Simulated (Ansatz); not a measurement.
# Ta3AsAu2O13 (R3m) in Ansatz: convergence with wavefunction cutoff

Aim: find how far wavefunction cutoff must go before the results for Ta3AsAu2O13 settle, at PBE. This setting moves, with any that are tied to it; all else stays.

All numbers are computed with Ansatz 0.2.0; they aren't measurements. Logs are shortened: lines on timing, memory, paths and dates and some standing lists are left out, and cuts for length are marked.

## Step 1: Starting point

It takes space group R3m (No. 160, trigonal). The conventional cell has a = 10.485 Å, b = 10.485 Å, c = 12.428 Å, α = 90.00°, β = 90.00°, γ = 120.00°. Ta (site symmetry m) is surrounded by 4 O at 1.82 to 1.95 Å. As (site symmetry 3m) has 3 O at 1.76 Å as nearest neighbours. Au (site symmetry 3m) is surrounded by 3 O at 2.21 Å. Au (site symmetry 3m) is surrounded by 1 As at 2.39 Å and 1 Au at 2.67 Å. Around O (site symmetry m) lie 1 As at 1.76 Å and 1 Ta at 1.93 Å. O (site symmetry 1) has 1 O at 1.44 Å as nearest neighbours. Around O (site symmetry m) lie 1 Ta at 1.82 Å. O (site symmetry 3m) has 3 Ta at 2.11 Å as nearest neighbours.

The cell was built by a generator and needn't be a form met in nature.

## Step 2: With wavefunction cutoff 200 eV

Contents of input.yaml:

```yaml
crystal:
  lattice:
    - [5.24237, 3.02668, 4.14273]
    - [-5.24237, 3.02668, 4.14273]
    - [0.0, -6.05337, 4.14273]
  atoms:
    - { symbol: Ta, position: [0.23108, 0.57229, 0.23108] }
    - { symbol: Ta, position: [0.23108, 0.23108, 0.57229] }
    - { symbol: Ta, position: [0.57229, 0.23108, 0.23108] }
    - { symbol: As, position: [0.55878, 0.55878, 0.55878] }
    - { symbol: Au, position: [0.96559, 0.96559, 0.96559] }
    - { symbol: Au, position: [0.75105, 0.75105, 0.75105] }
    - { symbol: O, position: [0.40884, 0.66762, 0.40884] }
    - { symbol: O, position: [0.40884, 0.40884, 0.66762] }
    - { symbol: O, position: [0.66762, 0.40884, 0.40884] }
    - { symbol: O, position: [0.49726, 0.01313, 0.36024] }
    - { symbol: O, position: [0.36024, 0.49726, 0.01313] }
    - { symbol: O, position: [0.01313, 0.36024, 0.49726] }
    - { symbol: O, position: [0.36024, 0.01313, 0.49726] }
    - { symbol: O, position: [0.01313, 0.49726, 0.36024] }
    - { symbol: O, position: [0.49726, 0.36024, 0.01313] }
    - { symbol: O, position: [0.10963, 0.74806, 0.10963] }
    - { symbol: O, position: [0.10963, 0.10963, 0.74806] }
    - { symbol: O, position: [0.74806, 0.10963, 0.10963] }
    - { symbol: O, position: [0.3084, 0.3084, 0.3084] }
hamiltonian:
  xc: pbe
  pseudopotentials: { kind: paw, azcp: { folder: soft_1 } }
kpoints:
  mp_grid: { grid: [3, 3, 3] }
scf:
  occupations: { method: fermi_dirac, width: 0.05 }
output:
  forces: true
  stress: true
  eigenvalues: true
basis:
  ecutwfc: "200 eV"
```

Potentials or basis: Ansatz PAW soft_1.

Command:

```
$ ansatz run input.yaml --threads 8 --pin off --max-ram 20480MiB --backend cpu --events-out ev --progress --plain --runs-dir out
```

Run time: 1.3 s. Hardware: 8 threads of Intel Xeon 6975P-C (Granite Rapids), shared host; peak memory 0.7 GiB.

Results:

| Item | Value |
| --- | --- |
| Free energy | -68227.0117 eV |
| Pressure | 5.4 GPa |
| Largest force | 3.447 eV/Å |
| Band gap on the k mesh | 0.88 eV, indirect (least direct gap 0.93 eV) |

## Step 3: With wavefunction cutoff 250 eV

input.yaml, as its differences from that of step 2:

```diff
@@ -37,2 +37,2 @@
 basis:
-  ecutwfc: "200 eV"
+  ecutwfc: "250 eV"
```

Potentials or basis: Ansatz PAW soft_1.

Command:

```
$ ansatz run input.yaml --threads 8 --pin off --max-ram 20480MiB --backend cpu --events-out ev --progress --plain --runs-dir out
```

Run time: 1.4 s. Hardware: 8 threads of Intel Xeon 6975P-C (Granite Rapids), shared host; peak memory 0.83 GiB.

Results:

```
Free energy            : -68304.9265 eV
Pressure               : 0.7 GPa
Largest force          : 1.311 eV/Å
Band gap on the k mesh : 1.06 eV, indirect (least direct gap 1.09 eV)
```

## Step 4: With wavefunction cutoff 300 eV

input.yaml, as its differences from that of step 3:

```diff
@@ -37,2 +37,2 @@
 basis:
-  ecutwfc: "250 eV"
+  ecutwfc: "300 eV"
```

Command:

```
$ ansatz run input.yaml --threads 8 --pin off --max-ram 20480MiB --backend cpu --events-out ev --progress --plain --runs-dir out
```

It took 1.6 s on 8 threads of Intel Xeon 6975P-C (Granite Rapids), shared host; peak memory 0.99 GiB.

Results:

```yaml
Free_energy: -68322.9379 eV
Pressure: 0.0 GPa
Largest_force: 0.380 eV/Å
Band_gap_on_the_k_mesh: 1.10 eV, indirect (least direct gap 1.13 eV)
```

## Step 5: With wavefunction cutoff 350 eV

input.yaml, as its differences from that of step 4:

```diff
@@ -37,2 +37,2 @@
 basis:
-  ecutwfc: "300 eV"
+  ecutwfc: "350 eV"
```

Command:

```
$ ansatz run input.yaml --threads 8 --pin off --max-ram 20480MiB --backend cpu --events-out ev --progress --plain --runs-dir out
```

Run time: 1.9 s. Hardware: 8 threads of Intel Xeon 6975P-C (Granite Rapids), shared host; peak memory 1.2 GiB.

Results:

| Item | Value |
| --- | --- |
| Free energy | -68326.8108 eV |
| Pressure | -0.1 GPa |
| Largest force | 0.044 eV/Å |
| Band gap on the k mesh | 1.10 eV, indirect (least direct gap 1.15 eV) |

## Step 6: With wavefunction cutoff 400 eV

input.yaml, as its differences from that of step 5:

```diff
@@ -37,2 +37,2 @@
 basis:
-  ecutwfc: "350 eV"
+  ecutwfc: "400 eV"
```

Potentials or basis: Ansatz PAW soft_1.

Command:

```
$ ansatz run input.yaml --threads 8 --pin off --max-ram 20480MiB --backend cpu --events-out ev --progress --plain --runs-dir out
```

Run time: 2.2 s. Hardware: 8 threads of Intel Xeon 6975P-C (Granite Rapids), shared host; peak memory 1.3 GiB.

Results (log left out):

```yaml
Free_energy: -68327.5251 eV
Pressure: -0.1 GPa
Largest_force: 0.019 eV/Å
Band_gap_on_the_k_mesh: 1.10 eV, indirect (least direct gap 1.15 eV)
```

## Step 7: With wavefunction cutoff 450 eV

input.yaml, as its differences from that of step 6:

```diff
@@ -37,2 +37,2 @@
 basis:
-  ecutwfc: "400 eV"
+  ecutwfc: "450 eV"
```

Command:

```
$ ansatz run input.yaml --threads 8 --pin off --max-ram 20480MiB --backend cpu --events-out ev --progress --plain --runs-dir out
```

Wall time 2.6 s (8 threads of Intel Xeon 6975P-C (Granite Rapids), shared host); peak memory 1.5 GiB.

Results (log left out):

| Quantity | Value |
| --- | --- |
| Free energy | -68327.6304 eV |
| Pressure | -0.1 GPa |
| Largest force | 0.019 eV/Å |
| Band gap on the k mesh | 1.11 eV, indirect (least direct gap 1.15 eV) |

## Step 8: With wavefunction cutoff 500 eV

input.yaml, as its differences from that of step 7:

```diff
@@ -37,2 +37,2 @@
 basis:
-  ecutwfc: "450 eV"
+  ecutwfc: "500 eV"
```

Command:

```
$ ansatz run input.yaml --threads 8 --pin off --max-ram 20480MiB --backend cpu --events-out ev --progress --plain --runs-dir out
```

Run time: 2.9 s. Hardware: 8 threads of Intel Xeon 6975P-C (Granite Rapids), shared host; peak memory 1.7 GiB.

It converged, with:

```
Free energy            : -68327.6416 eV
Pressure               : -0.1 GPa
Largest force          : 0.019 eV/Å
Band gap on the k mesh : 1.11 eV, indirect (least direct gap 1.15 eV)
```

## Step 9: With wavefunction cutoff 600 eV

input.yaml, as its differences from that of step 8:

```diff
@@ -37,2 +37,2 @@
 basis:
-  ecutwfc: "500 eV"
+  ecutwfc: "600 eV"
```

Potentials or basis: Ansatz PAW soft_1.

Command:

```
$ ansatz run input.yaml --threads 8 --pin off --max-ram 20480MiB --backend cpu --events-out ev --progress --plain --runs-dir out
```

Run time: 3.7 s. Hardware: 8 threads of Intel Xeon 6975P-C (Granite Rapids), shared host; peak memory 2.1 GiB.

It converged, with:

* Free energy: -68327.6522 eV
* Pressure: -0.1 GPa
* Largest force: 0.021 eV/Å
* Band gap on the k mesh: 1.11 eV, indirect (least direct gap 1.15 eV)

## Step 10: With wavefunction cutoff 800 eV

input.yaml, as its differences from that of step 9:

```diff
@@ -37,2 +37,2 @@
 basis:
-  ecutwfc: "600 eV"
+  ecutwfc: "800 eV"
```

Potentials or basis: Ansatz PAW soft_1.

Command:

```
$ ansatz run input.yaml --threads 8 --pin off --max-ram 20480MiB --backend cpu --events-out ev --progress --plain --runs-dir out
```

Output:

```text
Warning: RAYON_NUM_THREADS=8 ignored (pool sized by the plan → 8); use --threads N
Engine: ansatz 0.2.0, x86_64-unknown-linux-gnu
Pseudopotentials: kind: paw
Pseudopotential: Ta, paw, valence charge 13, recommended cutoff 420 eV (normal), <dir>
Pseudopotential: As, paw, valence charge 15, recommended cutoff 420 eV (normal), <dir>
Pseudopotential: Au, paw, valence charge 19, recommended cutoff 420 eV (normal), <dir>
Pseudopotential: O, paw, valence charge 6, recommended cutoff 420 eV (normal), <dir>
Functional definition: PBE
  parameter kappa = 0.804
  parameter beta = 0.06672455060314922
  exchange = pbe_x(kappa = kappa, mu = beta*pi^2/3)
  correlation = pbe_c(beta = beta)
Crystal: 19 atoms, lattice volume = 394.396 Å³
Basis set: ecut = 800 eV, 20287 PW (Γ), exchange–correlation on 144×144×144 points (8 copies of the dense FFT grid, shifted against one another)
Bands: 104, of which v1, the nominal top of the filled ones, is band 85 counted from 1 (84 counted from 0)
Symmetry: 6 space group operations
[... 47 lines left out ...]
  E_vpaw       = -1778.067451  (= ΣTr[D̂ρ^β])
  E_aug_tail   = 0.000249  (compensation charges beyond the density's cutoff)
  E_ewald      = -9355.960326
  E_smearing   = -0.000021  (= −TS)
  E_closure    = -0.000000  (closes the sum)
  Σ components = -68327.659325   (vs F -68327.659325, Δ=0.00e0)
--- Forces (eV/Å), atoms counted from 1 ---
  atom   1  Ta     0.01332356    -0.00769236    -0.00685711
  atom   2  Ta     0.00000000     0.01538472    -0.00685710
  atom   3  Ta    -0.01332356    -0.00769236    -0.00685711
  atom   4  As     0.00000000     0.00000000    -0.00914695
  atom   5  Au    -0.00000000     0.00000000    -0.00138220
  atom   6  Au     0.00000000     0.00000000    -0.00128668
[... 11 lines left out ...]
  atom  18  O     -0.01027140    -0.00593020     0.00182652
  atom  19  O      0.00000000    -0.00000000     0.00938892
  max |Σ_I F_I| component: 8.95e-5 eV/Å
--- Stress (GPa, compression-positive) ---
       -0.099982       0.000000       0.000000
        0.000000      -0.099982      -0.000000
        0.000000      -0.000000      -0.036056
  P = ⅓ Tr σ = -0.0787 GPa (-0.787 kbar)
--- Band table (eV; the first three rows and the last of 6) ---
  k-point 0: bands = ["-100.8370", "-100.7954", "-64.6405", "-64.6384", "-64.6384", "-52.6027", "-52.4335", "-52.0674", "-52.0674", "-52.0247", "-52.0247", "-33.9088", "-33.9088", "-33.7905", "-33.7905", "-33.7488", "-31.4059", "-31.3810", "-31.3810", "-31.3079", "-31.3035", "-31.3035", "-31.2573", "-31.2238", "-31.2238", "-18.2894", "-18.0191", "-18.0191", "-16.8393", "-15.2096", "-15.2096", "-14.4903", "-13.4759", "-13.4759", "-13.2407", "-11.7964", "-11.7964", "-11.2668", "-7.2913", "-4.0505", "-3.4508", "-3.4508", "-3.0996", "-3.0996", "-2.9513", "-2.4075", "-2.4075", "-1.7187", "-1.5481", "-1.5481", "-1.3655", "-1.2700", "-1.2700", "-1.0759", "-0.8248", "-0.5839", "-0.5839", "-0.2174", "-0.2174", "0.1933", "0.1933", "0.3224", "0.3372", "0.4257", "0.4257", "0.6130", "0.8066", "0.8066", "1.0845", "1.1233", "1.1233", "1.2395", "1.2395", "1.2480", "1.6637", "1.8134", "1.8134", "2.1025", "2.1025", "2.4015", "2.5539", "2.5539", "3.0414", "3.0414", "3.1221", "4.2854", "6.1762", "6.1762", "6.3498", "6.5951", "6.9013", "6.9013", "7.1839", "7.5838", "7.5838", "7.8887", "7.8887", "8.3839", "8.3839"]
  k-point 1: bands = ["-100.8370", "-100.7954", "-64.6405", "-64.6384", "-64.6384", "-52.6027", "-52.4335", "-52.0674", "-52.0674", "-52.0247", "-52.0247", "-33.9088", "-33.9088", "-33.7905", "-33.7905", "-33.7488", "-31.4060", "-31.3810", "-31.3809", "-31.3080", "-31.3035", "-31.3033", "-31.2572", "-31.2238", "-31.2238", "-18.2804", "-18.0267", "-18.0191", "-16.8457", "-15.2095", "-15.2044", "-14.4814", "-13.5223", "-13.4760", "-13.2011", "-11.7970", "-11.7957", "-11.2679", "-7.2915", "-4.0367", "-3.4601", "-3.4423", "-3.1198", "-3.1047", "-2.9677", "-2.3932", "-2.3917", "-1.7243", "-1.5971", "-1.5712", "-1.4328", "-1.2941", "-1.2515", "-1.0293", "-0.8146", "-0.6113", "-0.4838", "-0.1988", "-0.1777", "0.0919", "0.1696", "0.3376", "0.4197", "0.4201", "0.5603", "0.6074", "0.7795", "0.9113", "0.9303", "1.1148", "1.1257", "1.2071", "1.2151", "1.3297", "1.6679", "1.8507", "1.8628", "2.0707", "2.1097", "2.3290", "2.5861", "2.6185", "2.8803", "2.8984", "3.1720", "4.3693", "6.0920", "6.1390", "6.3570", "6.5671", "6.8161", "6.9414", "7.0631", "7.5792", "7.6639", "7.9056", "7.9911", "8.3943", "8.4717"]
  k-point 2: bands = ["-100.8370", "-100.7954", "-64.6405", "-64.6384", "-64.6384", "-52.6027", "-52.4335", "-52.0674", "-52.0674", "-52.0247", "-52.0247", "-33.9088", "-33.9088", "-33.7905", "-33.7905", "-33.7488", "-31.4060", "-31.3810", "-31.3809", "-31.3081", "-31.3034", "-31.3033", "-31.2572", "-31.2238", "-31.2238", "-18.2732", "-18.0264", "-18.0243", "-16.8536", "-15.2073", "-15.2003", "-14.4794", "-13.5224", "-13.4767", "-13.2017", "-11.7967", "-11.7960", "-11.2688", "-7.2921", "-4.0316", "-3.4558", "-3.4467", "-3.1206", "-3.1197", "-2.9521", "-2.4400", "-2.3814", "-1.7420", "-1.6459", "-1.4688", "-1.4636", "-1.2874", "-1.2770", "-1.0177", "-0.8080", "-0.4997", "-0.4809", "-0.2724", "-0.1729", "0.1236", "0.1839", "0.3126", "0.4081", "0.4087", "0.5445", "0.7322", "0.7616", "0.8675", "0.9527", "1.1160", "1.1185", "1.1704", "1.1808", "1.2474", "1.6750", "1.8883", "1.9070", "2.0955", "2.1155", "2.2702", "2.5936", "2.6089", "2.8852", "2.9110", "3.1796", "4.3620", "6.0901", "6.1426", "6.3461", "6.5204", "6.6770", "6.9004", "7.3259", "7.5809", "7.6016", "7.8793", "7.9138", "8.4443", "8.4570"]
  k-point 5: bands = ["-100.8370", "-100.7954", "-64.6405", "-64.6384", "-64.6384", "-52.6027", "-52.4335", "-52.0674", "-52.0674", "-52.0247", "-52.0247", "-33.9088", "-33.9088", "-33.7905", "-33.7905", "-33.7488", "-31.4061", "-31.3809", "-31.3809", "-31.3083", "-31.3033", "-31.3033", "-31.2571", "-31.2238", "-31.2238", "-18.2659", "-18.0292", "-18.0264", "-16.8617", "-15.2011", "-15.2001", "-14.4774", "-13.5231", "-13.4768", "-13.2023", "-11.7965", "-11.7962", "-11.2696", "-7.2928", "-4.0272", "-3.4521", "-3.4479", "-3.1378", "-3.1251", "-2.9489", "-2.4433", "-2.4337", "-1.7395", "-1.5542", "-1.4632", "-1.4560", "-1.3347", "-1.2869", "-0.9997", "-0.7483", "-0.5215", "-0.3910", "-0.2368", "-0.2198", "0.0692", "0.1010", "0.2381", "0.3410", "0.4255", "0.5001", "0.7261", "0.8832", "0.9551", "1.0227", "1.1057", "1.1204", "1.1661", "1.1699", "1.2260", "1.7004", "1.8867", "1.9238", "2.0909", "2.1181", "2.2172", "2.6021", "2.6092", "2.9023", "2.9025", "3.1758", "4.3246", "6.1074", "6.1310", "6.3345", "6.5538", "6.7640", "6.8295", "7.1940", "7.3849", "7.4946", "7.9230", "8.0013", "8.3608", "8.4094"]
```

Wall time 5.7 s (8 threads of Intel Xeon 6975P-C (Granite Rapids), shared host); peak memory 3 GiB.

What came out:

| Quantity | Value |
| --- | --- |
| Free energy | -68327.6593 eV |
| Pressure | -0.1 GPa |
| Largest force | 0.023 eV/Å |
| Band gap on the k mesh | 1.11 eV, indirect (least direct gap 1.15 eV) |

## Step 11: Summary

| wavefunction cutoff | energy less the tightest run, at zero smearing (meV/atom) | pressure (GPa) | largest force (eV/Å) | gap on the mesh (eV) | SCF cycles | CPU time (s) | peak memory (GiB) |
| --- | --- | --- | --- | --- | --- | --- | --- |
| 200 eV | 5297.24 | 5.44 | 3.447 | 0.878 | 13 | 8.5 | 0.7 |
| 250 eV | 1196.46 | 0.66 | 1.311 | 1.062 | 13 | 9.4 | 0.83 |
| 300 eV | 248.49 | 0.01 | 0.380 | 1.096 | 13 | 11 | 0.99 |
| 350 eV | 44.66 | -0.07 | 0.044 | 1.104 | 13 | 13 | 1.2 |
| 400 eV | 7.07 | -0.06 | 0.019 | 1.105 | 13 | 16 | 1.3 |
| 450 eV | 1.52 | -0.07 | 0.019 | 1.106 | 13 | 19 | 1.5 |
| 500 eV | 0.93 | -0.07 | 0.019 | 1.106 | 13 | 21 | 1.7 |
| 600 eV | 0.37 | -0.08 | 0.021 | 1.106 | 13 | 28 | 2.1 |
| 800 eV | 0.00 | -0.08 | 0.023 | 1.106 | 13 | 43 | 3 |

Against the tightest run, the energy stays within 1 meV/atom from 500 eV on; the pressure stays within 0.1 GPa from 300 eV on; the largest force stays within 0.005 eV/Å from 400 eV on; the gap on the mesh stays within 0.01 eV from 350 eV on. The tightest run that finished is the yardstick and may itself not be fully converged.

Caveats: odd divisions of the mesh miss points on the zone boundary, where band edges often lie, so the gap on the mesh can be too wide; spin-orbit coupling is left out, which moves the levels of the heavy elements.
